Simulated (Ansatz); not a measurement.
# SiAsH₃ (singlet): PBE, r2SCAN, PBE0, B3LYP, wB97M-V, B2PLYP, RPA-PBE over vertical spin and charge gaps, cc-pVDZ

How well do these functionals follow the top wave-function level for SiAsH₃ (singlet) over vertical spin and charge gaps?

The runs use Ansatz 0.2.0, Gaussian basis; cc-pVDZ, all electrons in the functionals, frozen cores in the correlation of double hybrids and RPA.

To be run: PBE, r2SCAN, PBE0, B3LYP, wB97M-V, B2PLYP, RPA-PBE, at charge 0, singlet; charge 0, triplet; charge 1, doublet.

3 further runs of the same task are left out: 3 set aside as unsound or not needed. Runs told in other sessions of the task aren't counted.

**1. The system**

The geometry is a PBE0/def2-TZVP stationary point (not a proven minimum). No spin-orbit coupling is included. The filled d shell of As may be among the frozen orbitals whatever the setting's name suggests.

5 atoms, charge 0, spin multiplicity 1.

Atoms are counted from 1 here; the program's logs count them from 0.

Bond lengths: Si1–As2 2.171 Å, Si1–H3 1.704 Å, Si1–H4 1.493 Å, Si1–H5 1.493 Å, As2–H3 1.707 Å. Angles: As2–Si1–H3 50.5°, As2–Si1–H4 126.6°, As2–Si1–H5 126.6°, H3–Si1–H4 108.5°, H3–Si1–H5 108.5°, H4–Si1–H5 106.0°, Si1–As2–H3 50.4°, Si1–H3–As2 79.1°.

No dispersion term is added; wB97M-V holds VV10 nonlocal correlation. B3LYP takes the VWN-RPA correlation.

The geometry shown and the zero of energy belong to the point charge 0, singlet. The yardstick, UCCSDT(Q), and other wave-function levels (R restricted, U unrestricted, valence and pair active spaces) come from earlier runs.

**2. PBE, charge 0, singlet**

Contents of in.yaml:

```yaml
crystal:
  periodic: [false, false, false]
  atoms:
    - {symbol: Si, position_ang: [-0.041835, 0.000000, 1.526862]}
    - {symbol: As, position_ang: [-0.003359, 0.000000, -0.643757]}
    - {symbol: H, position_ang: [1.292447, 0.000000, 0.467020]}
    - {symbol: H, position_ang: [0.061472, 1.192704, 2.419746]}
    - {symbol: H, position_ang: [0.061472, -1.192704, 2.419746]}
basis:
  gaussian: {orbitals: cc-pVDZ}
hamiltonian: {xc: {name: PBE}}
output: {orbitals: {seedname: orbitals}}
```

The run is started by

```bash
$ ansatz run in.yaml --threads 1 --pin off --events-out ev --progress --plain --max-ram 4096MiB --backend cpu
```

After this run come: PBE, charge 0, triplet; PBE, charge 1, doublet; r2SCAN, charge 0, singlet; r2SCAN, charge 0, triplet; r2SCAN, charge 1, doublet; PBE0, charge 0, singlet; PBE0, charge 0, triplet; PBE0, charge 1, doublet; B3LYP, charge 0, singlet; B3LYP, charge 0, triplet; B3LYP, charge 1, doublet; wB97M-V, charge 0, singlet; wB97M-V, charge 0, triplet; wB97M-V, charge 1, doublet; B2PLYP, charge 0, singlet; B2PLYP, charge 0, triplet; B2PLYP, charge 1, doublet; RPA-PBE, charge 0, singlet; RPA-PBE, charge 0, triplet; RPA-PBE, charge 1, doublet.

**Question.** What will the summary of the whole plan be? Wanted: singlet to triplet, UCCSDT(Q); ionisation to the doublet cation, UCCSDT(Q); largest miss, PBE; largest miss, r2SCAN; largest miss, PBE0; largest miss, B3LYP; largest miss, wB97M-V; largest miss, B2PLYP; largest miss, RPA-PBE.

As calculated:

| quantity | value |
| --- | --- |
| singlet to triplet, UCCSDT(Q) | 117.3 kJ/mol |
| ionisation to the doublet cation, UCCSDT(Q) | 720.7 kJ/mol |
| largest miss, PBE | +18.8 kJ/mol (ionisation to the doublet cation) |
| largest miss, r2SCAN | -25.2 kJ/mol (singlet to triplet) |
| largest miss, PBE0 | +22.3 kJ/mol (ionisation to the doublet cation) |
| largest miss, B3LYP | +22.9 kJ/mol (ionisation to the doublet cation) |
| largest miss, wB97M-V | +19.6 kJ/mol (ionisation to the doublet cation) |
| largest miss, B2PLYP | +12.1 kJ/mol (ionisation to the doublet cation) |
| largest miss, RPA-PBE | +18.3 kJ/mol (ionisation to the doublet cation) |
| largest miss, RCCSD(T) | +0.6 kJ/mol (singlet to triplet) |
| largest miss, UCCSD(T) | +0.4 kJ/mol (singlet to triplet) |

Of the functionals, B2PLYP keep the smallest largest miss at the points compared (at most 12.1 kJ/mol) and r2SCAN strays most (25.2 kJ/mol, at singlet to triplet). Functionals and the yardstick converge differently with the basis, so part of each miss in cc-pVDZ is the basis.
